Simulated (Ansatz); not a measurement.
# CH6BFGeSi: the cost of one run

Computed with the Python package of Ansatz 0.2.0. Level of theory: CCSD/cc-pVDZ.

### Step 1. Starting point

Bond lengths: C1–Ge2 1.876 Å, Ge2–Si3 2.116 Å, Ge2–B4 2.163 Å, Si3–B4 2.074 Å, B4–F5 1.384 Å, C1–H6 1.141 Å, C1–H7 1.145 Å, C1–H8 1.099 Å, Ge2–H9 1.519 Å, Si3–H10 1.496 Å, Si3–H11 1.470 Å. Angles (14 of 21 angles, heavy atoms first): C1–Ge2–Si3 114.7°, C1–Ge2–B4 111.6°, Si3–Ge2–B4 58.0°, Ge2–Si3–B4 62.1°, Ge2–B4–Si3 59.9°, Ge2–B4–F5 150.0°, Si3–B4–F5 149.5°, C1–Ge2–H9 121.6°, Si3–Ge2–H9 122.1°, B4–Ge2–H9 108.9°, Ge2–C1–H6 113.0°, Ge2–C1–H7 111.3°, Ge2–C1–H8 112.4°, Ge2–Si3–H10 116.6°.

The script holds or builds the structure itself.

### Step 2. The code

Contents of energy_ch6bfgesi.py:

```python
"""Electronic structure of the CH6BFGeSi molecule."""

import ansatz

geometry_ang = [
    ("C", (-1.1096, 0.7709, -1.151)),
    ("Ge", (0.3279, -0.342, -0.6866)),
    ("Si", (0.1765, -1.2306, 1.2283)),
    ("B", (1.4097, 0.4246, 1.0218)),
    ("F", (2.1975, 1.4043, 1.6)),
    ("H", (-1.7308, 1.0958, -0.2513)),
    ("H", (-0.7433, 1.743, -1.6323)),
    ("H", (-1.7838, 0.3024, -1.882)),
    ("H", (1.3257, -0.8259, -1.7242)),
    ("H", (1.0273, -2.4358, 1.4763)),
    ("H", (-1.0318, -0.9638, 2.0215)),
]
ch6bfgesi = ansatz.Crystal.molecule()
for symbol, xyz in geometry_ang:
    ch6bfgesi = ch6bfgesi.atom(symbol, xyz)

calc = ch6bfgesi.calculation()
calc = calc.basis(gaussian="cc-pVDZ").correlation("ccsd", electrons="valence")
print(calc.to_yaml())
trace = []
done = calc.session().plan().execute(on_event=trace.append)
data = done.report
for event in trace:
    if event["event"] == "mean_field_evaluation" and event["data"]["evaluation"] <= 25:
        print("pass {evaluation:3d}  E = {energy_ev:.6f} eV  gradient {gradient_ev:.1e}".format(**event["data"]))

for key in ("converged", "free_energy_ev", "reference_energy_ev", "n_frozen", "n_occupied", "n_virtual"):
    print(f"{key:22s} {data[key]}")

parts = data["correlation"]
for name in ("random_phase", "coupled_cluster", "perturbative"):
    if name in parts:
        print(f"{name:16s} {parts[name]['energy']['hartree']:12.7f} Ha")
if "second_order" in parts:
    pair = parts["second_order"]
    print(f"MP2 same spin {pair['same_spin']['hartree']:.7f} Ha, opposite spin {pair['opposite_spin']['hartree']:.7f} Ha")

state = data["mean_field"]["state"]
print(f"mean field: {state['energy']['hartree']:.7f} Ha, <S^2> = {abs(state['spin_squared']):.4f}, stability: {state.get('stability', {}).get('kind')}")
```

### Step 3. Launch

On the command line:

```bash
$ python energy_ch6bfgesi.py
```

What time and memory should one allow on 1 thread of Arm Neoverse V1, shared host?

About 18 s, with a peak of 0.66 GiB.
